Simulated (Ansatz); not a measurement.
# ClFGeH₄Si: a ladder of functionals and wavefunction methods

An exercise on one series of results from a longer session: the logs are not shown, and one member is left open.

Program: Ansatz 0.2.0, Gaussian basis. Level of theory: functionals in def2-TZVPP, the program's frozen cores in correlated methods. These are calculated values, not measurements.

Levels to be run: PBE-D4, r2SCAN-D4, PBE0-D4, B3LYP-D4, ωB97X-V, ωB97M-V, B2PLYP; CCSD(T)/def2-TZVPP; MP2/def2-QZVPP; extrapolation to the limit.

## The relaxed structure

The geometry comes from an earlier relaxation with PBE0-D4 in a triple-zeta def2 set; it is a stationary point, not always the lowest conformer.

8 atoms, charge 0, spin multiplicity 1.

Atoms are counted from 1 here; the program's logs count them from 0.

Bond lengths: F1–Ge2 1.748 Å, Ge2–Si3 2.389 Å, Ge2–H5 1.537 Å, Ge2–H6 1.540 Å, Si3–Cl4 2.055 Å, Si3–H7 1.485 Å, Si3–H8 1.482 Å. Angles: F1–Ge2–Si3 106.4°, F1–Ge2–H5 105.9°, F1–Ge2–H6 105.7°, Si3–Ge2–H5 113.7°, Si3–Ge2–H6 113.4°, H5–Ge2–H6 111.0°, Ge2–Si3–Cl4 109.2°, Ge2–Si3–H7 109.9°, Ge2–Si3–H8 110.7°, Cl4–Si3–H7 108.4°, Cl4–Si3–H8 108.8°, H7–Si3–H8 109.9°.

Set-up of the first run:

in.yaml

```yaml
crystal:
  periodic: [false, false, false]
  atoms:
    - {symbol: F, position_ang: [-1.934116, 1.246436, 0.202887]}
    - {symbol: Ge, position_ang: [-0.195540, 1.170337, 0.040739]}
    - {symbol: Si, position_ang: [0.382167, -1.147285, 0.064483]}
    - {symbol: Cl, position_ang: [-0.258966, -2.023131, -1.680182]}
    - {symbol: H, position_ang: [0.135771, 1.877217, -1.283316]}
    - {symbol: H, position_ang: [0.368630, 1.953135, 1.240617]}
    - {symbol: H, position_ang: [1.856484, -1.298580, 0.150938]}
    - {symbol: H, position_ang: [-0.262431, -1.835230, 1.208135]}
basis:
  gaussian: {orbitals: def2-TZVPP}
hamiltonian: {xc: pbe, dispersion: d4}
output: {forces: true, orbitals: {seedname: orbitals}}
```

On the command line:

```console
$ ansatz run in.yaml --threads 4 --pin off --events-out ev --progress --plain --max-ram 10444MiB
```

Among the steps run: PBE-D4 (GGA); r2SCAN-D4 (meta-GGA); PBE0-D4 (hybrid); B3LYP-D4 (hybrid); ωB97X-V (range-separated); ωB97M-V (range-separated); B2PLYP (double hybrid); CCSD(T) in def2-TZVPP; MP2 in def2-QZVPP.

One table of the session follows, with a row left open; its other results are not shown here.

```
            method  atomisation energy (kJ/mol)
            PBE-D4                            ?
         r2SCAN-D4                       2362.4
           PBE0-D4                       2321.8
          B3LYP-D4                       2330.8
           ωB97X-V                       2379.0
           ωB97M-V                       2347.8
            B2PLYP                       2313.4
     HF/def2-TZVPP                       1742.9
    MP2/def2-TZVPP                       2327.0
   CCSD/def2-TZVPP                       2273.8
CCSD(T)/def2-TZVPP                       2305.1
           MP2/CBS                       2389.0
       CCSD(T)/CBS                       2367.1
```

Estimate the missing values for PBE-D4.

As computed: atomisation energy (kJ/mol): 2347.0. In the column «atomisation energy (kJ/mol)» it lies between B3LYP-D4 (2330.8) and ωB97M-V (2347.8).

Caveats from the session: Free atoms (1 F, 1 Ge, 1 Si, 1 Cl, 4 H) were run apart at each level; the atomisation energy is their sum less the molecule, without zero-point or spin-orbit terms.
